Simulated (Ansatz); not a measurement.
# C4H2F2Si: reading failed and doubtful runs

3 inputs were typed for C4H2F2Si. Each is run as it stands; the log then has to tell whether the result can be used.

The runs use Ansatz 0.2.0, Gaussian basis; the settings change from run to run.

## 1. The relaxed structure

The structure was relaxed beforehand with PBE0-D4 in a triple-zeta def2 set.

SMILES `C#C[Si](F)(F)C#C`, 9 atoms, charge 0, spin multiplicity 1.

Atoms are counted from 1 here; the program's logs count them from 0.

Bond lengths: C1–C2 1.205 Å, C1–H8 1.067 Å, C2–Si3 1.802 Å, Si3–F4 1.578 Å, Si3–F5 1.578 Å, Si3–C6 1.802 Å, C6–C7 1.205 Å, C7–H9 1.067 Å. Angles: C2–C1–H8 179.8°, C1–C2–Si3 178.9°, C2–Si3–F4 109.4°, C2–Si3–F5 109.4°, C2–Si3–C6 112.0°, F4–Si3–F5 107.2°, F4–Si3–C6 109.4°, F5–Si3–C6 109.4°, Si3–C6–C7 178.8°, C6–C7–H9 179.8°.

## 2. Attempt 1

in.yaml reads:

```yaml
crystal:
  periodic: [false, false, false]
  atoms:
    - {symbol: C, position_ang: [1.542972, -5.434542, 1.035506]}
    - {symbol: C, position_ang: [1.214361, -3.080290, -0.136124]}
    - {symbol: Si, position_ang: [0.684129, 0.467749, -1.824812]}
    - {symbol: F, position_ang: [-1.038101, 0.074390, -4.813874]}
    - {symbol: F, position_ang: [3.774854, 1.850070, -2.594175]}
    - {symbol: C, position_ang: [-1.317963, 2.952042, 0.529186]}
    - {symbol: C, position_ang: [-2.658460, 4.574200, 2.140047]}
    - {symbol: H, position_ang: [1.837906, -7.521625, 2.066191]}
    - {symbol: H, position_ang: [-3.844996, 6.016368, 3.560432]}
basis:
  gaussian: {orbitals: def2-SVP}
hamiltonian: {xc: {name: r2SCANh}, dispersion: d3bjatm}
output: {forces: true}
```

Started as:

```console
$ ansatz run in.yaml --threads 4 --pin off --events-out ev --progress --plain --max-ram 10444MiB
```

The log of the run (excerpt; [...] marks lines left out):

```text
Functional definition: r2SCANh
  name "r2SCANh"
  cite "Bursch, Neugebauer, Ehlert & Grimme, J. Chem. Phys. 156, 134105 (2022) doi:10.1063/5.0086040"
  cite "Furness, Kaplan, Ning, Perdew & Sun, J. Phys. Chem. Lett. 11, 8208 (2020) doi:10.1021/acs.jpclett.0c02405"
  cite "Furness, Kaplan, Ning, Perdew & Sun, J. Phys. Chem. Lett. 11, 9248 (2020) doi:10.1021/acs.jpclett.0c03077"
  parent r2scan
[...]
1110 factors; integrals over basis functions are off by at most 3.9e-4 eV
[...]
mean field -17425.82334487 eV, -640.3871962768 hartree, gradient 6.1e-9 eV, S^2 0.000000; 10 other end points of the search recorded, 0 dependent functions left out
[...]
reference -17425.82335904 eV, -640.3871967975 hartree; 29, 29 occupied and 83, 83 virtual orbitals, 1110 factors
Total energy: -17425.86718504 eV, -640.3888073733 hartree
Atom 0 at     1.542972    -5.434542     1.035506 Å, force    -0.279731     0.349430    -0.283608 eV/Å
Atom 1 at     1.214361    -3.080290    -0.136124 Å, force     0.386910    -1.591628     0.851261 eV/Å
Atom 2 at     0.684129     0.467749    -1.824812 Å, force     0.382054     0.275725    -1.048228 eV/Å
Atom 3 at    -1.038101     0.074390    -4.813874 Å, force     0.663509     0.149373     1.230037 eV/Å
Atom 4 at     3.774854     1.850070    -2.594175 Å, force    -1.238673    -0.565050     0.349466 eV/Å
Atom 5 at    -1.317963     2.952042     0.529186 Å, force    -1.072090     1.097737     1.028878 eV/Å
Atom 6 at    -2.658460     4.574200     2.140047 Å, force     0.447152    -0.229768    -0.171579 eV/Å
Atom 7 at     1.837906    -7.521625     2.066191 Å, force    -0.131603     1.673418    -0.782358 eV/Å
Atom 8 at    -3.844996     6.016368     3.560432 Å, force     0.842472    -1.159239    -1.173867 eV/Å
Dipole moment:    -0.822303    -0.594750     2.258946 e Å
```

It took 55 s on 4 threads of Arm Neoverse V2, shared host; peak memory 0.29 GiB.

What is wrong: The run converged, but a converged run isn't a right one. The geometry is stretched to more than twice its size. The shortest distance is 2.35 Å (C7–H9), against 1.07 Å in the relaxed molecule. Its energy is no property of the relaxed molecule. To mend it, use the relaxed coordinates.

## 3. Attempt 2

in.yaml reads:

```yaml
crystal:
  periodic: [false, false, false]
  atoms:
    - {symbol: C, position_ang: [0.701351, -2.470246, 0.470684]}
    - {symbol: C, position_ang: [0.551982, -1.400132, -0.061875]}
    - {symbol: Si, position_ang: [0.310968, 0.212613, -0.829460]}
    - {symbol: F, position_ang: [-0.471864, 0.033814, -2.188124]}
    - {symbol: F, position_ang: [1.715843, 0.840941, -1.179170]}
    - {symbol: C, position_ang: [-0.599074, 1.341837, 0.240539]}
    - {symbol: C, position_ang: [-1.208391, 2.079182, 0.972749]}
    - {symbol: H, position_ang: [0.835412, -3.418920, 0.939178]}
    - {symbol: H, position_ang: [-1.747725, 2.734713, 1.618378]}
basis:
  gaussian: {orbitals: def2-mTZVPP, fitting: {mean_field: def2-universal-jkfit}}
hamiltonian: {xc: {name: B3LYP-D3}}
```

Launched as before.

The log of the run:

```text
Error: YAML parse error: error: line 15 column 19: hamiltonian.xc: no functional is named "B3LYP-D3"; the names, which are not case-sensitive, are SVWN5, SPW92, PBE, PBE0, PBEsol, revPBE, revPBE0, RPBE, rPW86-PBE, HSE06, wPBEh, LC-wPBE, HISS, HF, BLYP, B3LYP, B3LYP5, BHLYP, CAM-B3LYP, r2SCAN, r2SCANh, r2SCAN0, r2SCAN50, m-r2SCAN, B97, wB97, wB97X, wB97X-V, B97M-V, wB97M-V, B2PLYP, B2GP-PLYP, PBE0-DH, PBE-QIDH
  --> <input>:15:19
   |
13 | basis:
14 |   gaussian: {orbitals: def2-mTZVPP, fitting: {mean_field: def2-universal-jkfit}}
15 | hamiltonian: {xc: {name: B3LYP-D3}}
   |                   ^ hamiltonian.xc: no functional is named "B3LYP-D3"; the names, which are not case-sensitive, are SVWN5, SPW92, PBE, PBE0, PBEsol, revPBE, revPBE0, RPBE, rPW86-PBE, HSE06, wPBEh, LC-wPBE, HISS, HF, BLYP, B3LYP, B3LYP5, BHLYP, CAM-B3LYP, r2SCAN, r2SCANh, r2SCAN0, r2SCAN50, m-r2SCAN, B97, wB97, wB97X, wB97X-V, B97M-V, wB97M-V, B2PLYP, B2GP-PLYP, PBE0-DH, PBE-QIDH
```

It took 0.05 s on 4 threads of Arm Neoverse V2, shared host.

**Diagnosis.** Refused before any calculation. The method's name isn't one that the program takes here. Fix: name a functional that the program knows.

## 4. Attempt 3

in.yaml reads:

```yaml
crystal:
  periodic: [false, false, false]
  atoms:
    - {symbol: C, position_ang: [0.692838, -2.470137, 0.495504]}
    - {symbol: C, position_ang: [0.563356, -1.425853, -0.001631]}
    - {symbol: Si, position_ang: [0.268898, 0.166795, -0.861377]}
    - {symbol: F, position_ang: [-0.499474, 0.089835, -2.230296]}
    - {symbol: F, position_ang: [1.787919, 0.737526, -1.151042]}
    - {symbol: C, position_ang: [-0.547731, 1.249872, 0.368853]}
    - {symbol: C, position_ang: [-1.270956, 2.076987, 1.044626]}
    - {symbol: H, position_ang: [0.920144, -3.386495, 0.907914]}
    - {symbol: H, position_ang: [-1.676444, 2.768589, 1.680170]}
basis:
  gaussian: {orbitals: def2-mTZVP, fitting: {mean_field: cc-pVTZ-jkfit}}
magnetization: {spin_polarized: true, initial_magnetization: 3}
hamiltonian: {xc: {name: wB97X}}
```

Same command.

The log of the run:

```text
Error: a molecule whose nuclei and cores have a total charge of 58 cannot have a net charge of 0 together with 3 unpaired electrons
```

Run time: 0.05 s. Hardware: 4 threads of Arm Neoverse V2, shared host.

Diagnosis: Refused before any calculation. The number of unpaired electrons doesn't fit the electron count. Its coordinates are also moved off the relaxed structure. Fix: make charge and initial_magnetization agree: an even electron count takes an even number of unpaired electrons.

## 5. How the tries ended

| attempt | level | ended | cause | time |
| --- | --- | --- | --- | --- |
| 1 | r2SCANh/def2-SVP | converged | the geometry is stretched to more than twice its size | 55 s |
| 2 | B3LYP-D3/def2-mTZVPP | refused | the method's name isn't one that the program takes here | 0.05 s |
| 3 | wB97X/def2-mTZVP | refused | the number of unpaired electrons doesn't fit the electron count | 0.05 s |

1 converged, 2 refused. A refusal costs next to no computing time. The dangerous case is the input that converges on a wrong geometry, charge, spin, basis or grid: often only a look at the input shows it.
